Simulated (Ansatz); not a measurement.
# AlH₃O₂Se: basis-set convergence

How large a basis does AlH₃O₂Se need? Two functionals are run in growing sets.

Computed with Ansatz 0.2.0, Gaussian basis. Level: one geometry, several basis sets.

The runs, in order: PBE0-D4/def2-SVP; ωB97M-V/def2-SVP; PBE0-D4/def2-QZVPP; ωB97M-V/def2-QZVPP; the functionals' def2-TZVPP values are taken from earlier runs.

### 1 Structure used throughout

The geometry comes from an earlier relaxation with PBE0-D4 in a triple-zeta def2 set; it is a stationary point, not always the lowest conformer.

SMILES `[OH][Al]([OH])[SeH]`, 7 atoms, charge 0, spin multiplicity 1.

Atoms are counted from 1 here; the program's logs count them from 0.

Bond lengths: O1–Al2 1.685 Å, O1–H5 0.954 Å, Al2–O3 1.684 Å, Al2–Se4 2.319 Å, O3–H6 0.955 Å, Se4–H7 1.469 Å. Angles: Al2–O1–H5 124.4°, O1–Al2–O3 116.9°, O1–Al2–Se4 123.4°, O3–Al2–Se4 119.7°, Al2–O3–H6 124.3°, Al2–Se4–H7 91.8°.

Coordinates:

```xyz
7
charge 0, multiplicity 1
O    -1.1891    1.0891    0.5143
Al    0.1257    0.0563    0.3057
O     1.1942   -0.0876    1.5997
Se    0.5100   -1.1442   -1.6404
H    -1.8586    1.2497   -0.1466
H     1.9727   -0.6401    1.5965
H    -0.6938   -0.5911   -2.2747
```

### 2 PBE0-D4 in def2-SVP

in.yaml

```yaml
crystal:
  periodic: [false, false, false]
  atoms:
    - {symbol: O, position_ang: [-1.189063, 1.089069, 0.514330]}
    - {symbol: Al, position_ang: [0.125701, 0.056282, 0.305666]}
    - {symbol: O, position_ang: [1.194216, -0.087639, 1.599652]}
    - {symbol: Se, position_ang: [0.510006, -1.144160, -1.640428]}
    - {symbol: H, position_ang: [-1.858594, 1.249671, -0.146630]}
    - {symbol: H, position_ang: [1.972710, -0.640120, 1.596462]}
    - {symbol: H, position_ang: [-0.693775, -0.591105, -2.274651]}
basis:
  gaussian: {orbitals: def2-SVP}
hamiltonian: {xc: pbe0, dispersion: d4}
output: {orbitals: {seedname: orbitals}}
```

Run with:

```console
> ansatz run in.yaml --threads 2 --pin off --events-out ev --progress --plain --max-ram 4352MiB
```

After this run come: ωB97M-V in def2-SVP; PBE0-D4 in def2-QZVPP; ωB97M-V in def2-QZVPP.

Before running them: what should the planned runs give, taken together? Wanted: PBE0-D4: double and triple zeta above quadruple; ωB97M-V: double and triple zeta above quadruple.

The runs gave:

| quantity | value |
| --- | --- |
| PBE0-D4: double and triple zeta above quadruple | 17.63, 1.84 eV |
| ωB97M-V: double and triple zeta above quadruple | 17.62, 1.78 eV |

PBE0-D4 gains 15.79 eV from double to triple zeta, then 1.84 eV more. These are total energies; as a rule much of such shifts cancels in differences, which this series doesn't test. The LUMO of ωB97M-V is positive and keeps falling with the basis (1.23 to 0.50 eV): an unbound level that the basis holds in place.
